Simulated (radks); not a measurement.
# Ionisation of Ca⁹⁺: one atom, several choices of exchange strength α

Aim: the ionisation energy of Ca⁹⁺ ([Ne] 3s1) to Ca¹⁰⁺ ([Ne]) for each choice of exchange strength α, and which comes nearest the tabulated value.

Method: non-relativistic Kohn-Sham, spin-polarised, spherical densities, point nucleus; open shells are filled with parallel spins first. Code: radks (a radial shooting solver on a logarithmic mesh, Libxc functionals) version 1.

## (1) The atom as given

* element: calcium (Z = 20)
* charge: +9
* electrons: 11
* configuration: [Ne] 3s1
* ion: Ca¹⁰⁺, [Ne]
* choices: α = 0.667; α = 0.687; α = 0.73; α = 0.75; α = 0.783; α = 1.046

Outer shells as boxes (Hund's rule):

Ca⁹⁺
```
[Ne] core
3s [↑ ]
```

Ca¹⁰⁺
```
[He] core
2s [↑↓]
2p [↑↓][↑↓][↑↓]
```

## (2) α = 0.667: Ca⁹⁺

Settings of this run:

```text
Z 20
configuration [Ne] 3s1
relativity non-relativistic
functional xalpha 0.667
spin polarised
nucleus point
```

## (3) α = 0.667: Ca¹⁰⁺

Settings of this run:

```text
Z 20
configuration [Ne]
relativity non-relativistic
functional xalpha 0.667
spin polarised
nucleus point
```

## (4) α = 0.687: Ca⁹⁺

Settings of this run:

```text
Z 20
configuration [Ne] 3s1
relativity non-relativistic
functional xalpha 0.687
spin polarised
nucleus point
```

## (5) α = 0.687: Ca¹⁰⁺

Settings of this run:

```text
Z 20
configuration [Ne]
relativity non-relativistic
functional xalpha 0.687
spin polarised
nucleus point
```

## (6) α = 0.73: Ca⁹⁺

Settings of this run:

```text
Z 20
configuration [Ne] 3s1
relativity non-relativistic
functional xalpha 0.73
spin polarised
nucleus point
```

## (7) α = 0.73: Ca¹⁰⁺

Settings of this run:

```text
Z 20
configuration [Ne]
relativity non-relativistic
functional xalpha 0.73
spin polarised
nucleus point
```

## (8) α = 0.75: Ca⁹⁺

Settings of this run:

```text
Z 20
configuration [Ne] 3s1
relativity non-relativistic
functional xalpha 0.75
spin polarised
nucleus point
```

## (9) α = 0.75: Ca¹⁰⁺

Settings of this run:

```text
Z 20
configuration [Ne]
relativity non-relativistic
functional xalpha 0.75
spin polarised
nucleus point
```

## (10) α = 0.783: Ca⁹⁺

Settings of this run:

```text
Z 20
configuration [Ne] 3s1
relativity non-relativistic
functional xalpha 0.783
spin polarised
nucleus point
```

## (11) α = 0.783: Ca¹⁰⁺

Settings of this run:

```text
Z 20
configuration [Ne]
relativity non-relativistic
functional xalpha 0.783
spin polarised
nucleus point
```

## (12) α = 1.046: Ca⁹⁺

Settings of this run:

```text
Z 20
configuration [Ne] 3s1
relativity non-relativistic
functional xalpha 1.046
spin polarised
nucleus point
```

## (13) α = 1.046: Ca¹⁰⁺

Settings of this run:

```text
Z 20
configuration [Ne]
relativity non-relativistic
functional xalpha 1.046
spin polarised
nucleus point
```

Before running it: what results should come out? Wanted: for each run, exchange strength α; E(Ca⁹⁺); Δ-SCF; −ε(HOMO); <r> HOMO; error.

As calculated:

```
exchange strength α  E(Ca⁹⁺) (hartree)  Δ-SCF (eV)  −ε(HOMO) (eV)  <r> HOMO (bohr)  error (eV)
          α = 0.667         -645.62013      210.04         200.31           0.9815       -1.24
          α = 0.687         -646.45548      210.58         200.92           0.9801       -0.70
           α = 0.73         -648.25404      211.74         202.22           0.9770       +0.46
           α = 0.75         -649.09177      212.28         202.83           0.9756       +1.00
          α = 0.783         -650.47568      213.17         203.83           0.9732       +1.89
          α = 1.046         -661.57853      220.35         211.93           0.9550       +9.08
```

In words: The NIST Atomic Spectra Database lists 211.28 eV (semi-empirical). The smallest miss is that of α = 0.73 (+0.46 eV), the largest that of α = 1.046 (+9.08 eV). The ionisation energies span 10.31 eV, the total energies of Ca⁹⁺ 434 eV: most of the change in the total cancels in the difference. α = 2/3 is LDA exchange; there is no correlation term. The tabulated value is met near α = 0.71.
